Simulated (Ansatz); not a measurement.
What does this script print? It uses Ansatz's Python interface.

`defect.py`:
```python
# -*- coding: utf-8 -*-
'''An interstitial in a supercell of BN, against the perfect cell.'''

import ansatz as az
from ase import Atoms
import numpy as np

atoms = Atoms(
    ['B', 'N'],
    scaled_positions=[
        (0.0, 0.0, 0.0),
        (0.25, 0.25, 0.25),
    ],
    cell=[
        (0.0, 1.8075, 1.8075),
        (1.8075, 0.0, 1.8075),
        (1.8075, 1.8075, 0.0),
    ],
    pbc=True,
)
crystal = az.Crystal.from_ase(atoms)
host = crystal.supercell(2)
defective = host.interstitial('H', at=(0.5, 0.5, 0.5))

def prepare(structure):
    return (
        structure.calculation()
        .pseudopotentials('paw')
        .kpoints(2, 2, 2)
        .occupations('gaussian', width=0.02)
        .band_table()
    )


# the dielectric constant is a typed guess; take it from a response run in earnest
perfect = prepare(host).run().report
model = prepare(defective).charge(1).charged_corrections(epsilon=8.0).forces()
result = model.run()
r = result.report

n_host, n_defect = len(perfect['lattice']['sites']), len(r['lattice']['sites'])
print(f'perfect cell: {n_host} atoms, F = {perfect["free_energy_ev"]:.4f} eV')
print(f'defect cell:  {n_defect} atoms, F = {r["free_energy_ev"]:.4f} eV')
# chemical potentials are still to be added to this difference
print(f'difference {r["free_energy_ev"] - perfect["free_energy_ev"]:.4f} eV (no chemical potentials)')
print(f'point-charge correction {result.charged_corrections().monopole_ev:.3f} eV at charge {1:+d}')

for site in result.lattice.sites:
    print(f'{site.symbol:2s}', ' '.join(f'{v:8.4f}' for v in site.position_ang))

for label, run in (('perfect', perfect), ('defect', r)):
    levels, filled = np.array(run['eigenvalues_ev'][0]), np.array(run['occupations'][0])
    top = int(np.argmin(np.abs(levels - run['fermi_energy_ev'])))
    window = slice(max(top - 3, 0), top + 4)
    print(label, 'levels near E_F at the first k-point:', ', '.join(f'{e - run["fermi_energy_ev"]:.2f} ({f:.2f})' for e, f in zip(levels[window], filled[window])))
```

```console
$ python defect.py
DeckWarning: basis.ecutwfc = 420 eV, auto-derived from the records' recommended cutoffs: set by B (normal level)
perfect cell: 16 atoms, F = -4337.6042 eV
defect cell:  17 atoms, F = -4362.0391 eV
difference -24.4349 eV (no chemical potentials)
point-charge correction 0.571 eV at charge +1
B    0.0000   0.0000   0.0000
N    0.9038   0.9038   0.9038
B    1.8075   1.8075   0.0000
N    2.7113   2.7113   0.9038
B    1.8075   0.0000   1.8075
N    2.7113   0.9038   2.7113
B    3.6150   1.8075   1.8075
N    4.5188   2.7113   2.7113
B    0.0000   1.8075   1.8075
N    0.9038   2.7113   2.7113
B    1.8075   3.6150   1.8075
N    2.7113   4.5188   2.7113
B    1.8075   1.8075   3.6150
N    2.7113   2.7113   4.5188
B    3.6150   3.6150   3.6150
N    4.5188   4.5188   4.5188
H    1.8075   1.8075   1.8075
perfect levels near E_F at the first k-point: -2.22 (2.00), -2.22 (2.00), -2.22 (2.00), 2.22 (0.00), 2.22 (0.00), 2.22 (0.00), 6.58 (0.00)
defect levels near E_F at the first k-point: -1.37 (2.00), -1.37 (2.00), -1.37 (2.00), 1.37 (0.00), 2.99 (0.00), 2.99 (0.00), 2.99 (0.00)
```
(Warnings from the package without file and line.)

Caveats:
- Absolute energies stand on the zero of these potentials, so only differences at equal settings mean something. A total without «per atom» is that of the whole cell that was run.
- The k-point mesh is coarse, and energy and stress weren't tested for convergence.
- The atoms stand at ideal sites; relaxing them can change energy and levels by an eV or more.
- The difference holds no chemical potentials.
- In a crystal with a gap the Fermi level's place inside it depends on smearing and mesh.
- Each cell's levels count from its own Fermi level and aren't aligned; one k-point can hide that the defect cell is metallic.
- No functional is typed, so the default, PBE, holds.
- The structure is a deposited one; some such entries were measured under pressure or heat, so a shift against it needn't be the functional's error alone.
- Levels are Kohn-Sham eigenvalues on this mesh.
- The supercell is small, so the defect meets its images and the energies aren't those of an isolated defect; a partly filled defect level may also lower its energy by spin or distortion. For a charged cell the difference holds no correction, alignment or term for the electrons' reservoir.
- It ran for 2.7 s on 1 thread of Arm Neoverse V1 (shared host), peak memory 0.39 GiB.
